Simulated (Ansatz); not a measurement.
# C2H6FNSi: a ladder of functionals and wavefunction methods

The task here is to estimate one member of a computed series from the others.

Method: functionals in def2-TZVPP, the program's frozen cores in correlated methods; program: Ansatz 0.2.0, Gaussian basis.

Plan: LDA (SPW92), PBE-D4, revPBE-D4, BLYP-D4, r2SCAN-D4, B97M-V, PBE0-D4, B3LYP-D4, r2SCANh-D4, r2SCAN0-D4, HSE06-D4, BHLYP-D4, CAM-B3LYP-D4, LC-ωPBE, ωB97X-V, ωB97M-V, B2PLYP, PBE-QIDH; CCSD(T)/def2-SVP; CCSD(T)/def2-TZVPP; MP2/def2-QZVPP; extrapolation to the limit; RPA on PBE.

### Structure used throughout

All runs share one geometry, relaxed beforehand with PBE0-D4 in a triple-zeta def2 set.

SMILES `C=C(F)N[SiH3]`, 11 atoms, charge 0, spin multiplicity 1.

Atoms are counted from 1 here; the program's logs count them from 0.

Bond lengths: C1–C2 1.327 Å, C1–H6 1.079 Å, C1–H7 1.080 Å, C2–F3 1.344 Å, C2–N4 1.367 Å, N4–Si5 1.741 Å, N4–H8 1.006 Å, Si5–H9 1.483 Å, Si5–H10 1.483 Å, Si5–H11 1.484 Å. Angles: C2–C1–H6 119.9°, C2–C1–H7 120.5°, H6–C1–H7 119.6°, C1–C2–F3 120.1°, C1–C2–N4 130.2°, F3–C2–N4 109.7°, C2–N4–Si5 125.6°, C2–N4–H8 114.5°, Si5–N4–H8 120.0°, N4–Si5–H9 112.0°, N4–Si5–H10 112.0°, N4–Si5–H11 103.8°, H9–Si5–H10 109.0°, H9–Si5–H11 110.0°, H10–Si5–H11 110.0°.

Coordinates:

```xyz
11

C    -0.8410    2.0065    0.1923
C    -0.2293    0.8402    0.3573
F     0.4036    0.5691    1.5111
N    -0.1125   -0.2231   -0.4938
Si    0.7280   -1.7082   -0.1488
H    -0.8292    2.7366    0.9863
H    -1.3517    2.2322   -0.7321
H    -0.5634   -0.0957   -1.3841
H     0.1367   -2.4245    1.0078
H     2.1708   -1.4816    0.1108
H     0.5534   -2.5086   -1.3860
```

The first run:

Input file in.yaml:

```yaml
crystal:
  periodic: [false, false, false]
  atoms:
    - {symbol: C, position_ang: [-0.840952, 2.006517, 0.192274]}
    - {symbol: C, position_ang: [-0.229349, 0.840151, 0.357300]}
    - {symbol: F, position_ang: [0.403599, 0.569058, 1.511107]}
    - {symbol: N, position_ang: [-0.112491, -0.223142, -0.493791]}
    - {symbol: Si, position_ang: [0.728005, -1.708220, -0.148838]}
    - {symbol: H, position_ang: [-0.829211, 2.736641, 0.986304]}
    - {symbol: H, position_ang: [-1.351696, 2.232183, -0.732075]}
    - {symbol: H, position_ang: [-0.563434, -0.095659, -1.384122]}
    - {symbol: H, position_ang: [0.136701, -2.424459, 1.007772]}
    - {symbol: H, position_ang: [2.170815, -1.481617, 0.110756]}
    - {symbol: H, position_ang: [0.553412, -2.508551, -1.385985]}
basis:
  gaussian: {orbitals: def2-TZVPP}
hamiltonian: {xc: lda}
output: {orbitals: {seedname: orbitals}}
```

Launch:

```bash
ansatz run in.yaml --threads 4 --pin off --events-out ev --progress --plain --max-ram 10444MiB
```

Steps of the session up to this table: LDA; PBE-D4 (GGA); revPBE-D4 (GGA); BLYP-D4 (GGA); r2SCAN-D4 (meta-GGA); B97M-V (meta-GGA); PBE0-D4 (hybrid); B3LYP-D4 (hybrid); r2SCANh-D4 (hybrid); r2SCAN0-D4 (hybrid); HSE06-D4 (hybrid); BHLYP-D4 (hybrid); CAM-B3LYP-D4 (range-separated); LC-ωPBE (range-separated); ωB97X-V (range-separated); ωB97M-V (range-separated); B2PLYP (double hybrid); PBE-QIDH (double hybrid).

One table of the session follows, with a row left open; its other results are not shown here.

It belongs to the step «Orbital energies across the functionals». 

| functional | HOMO (eV) | gap (eV) |
| --- | --- | --- |
| LDA (SPW92) | -5.37 | 4.56 |
| PBE-D4 | -5.19 | 4.60 |
| revPBE-D4 | -5.13 | 4.63 |
| BLYP-D4 | -5.06 | 4.56 |
| r2SCAN-D4 | -5.40 | 5.30 |
| B97M-V | -5.47 | 5.02 |
| PBE0-D4 | -6.35 | 6.61 |
| B3LYP-D4 | -6.14 | 6.15 |
| r2SCANh-D4 | -5.84 | 6.01 |
| r2SCAN0-D4 | ? | ? |
| HSE06-D4 | -5.95 | 5.83 |
| BHLYP-D4 | -7.39 | 8.42 |
| CAM-B3LYP-D4 | -7.67 | 8.84 |
| LC-ωPBE | -9.01 | 11.41 |
| ωB97X-V | -8.64 | 10.86 |
| ωB97M-V | -8.55 | 10.38 |

**Question.** Estimate the row for r2SCAN0-D4.

Worked estimate for «HOMO (eV)». Against the share of exact exchange, r2SCAN-D4 (0, -5.40), r2SCANh-D4 (0.1, -5.84) give a slope of -4.40 per unit share; at 0.25 the line stands at -6.50.

As computed: HOMO (eV): -6.50; gap (eV): 7.07. In «HOMO (eV)» the line misses by 0.00.
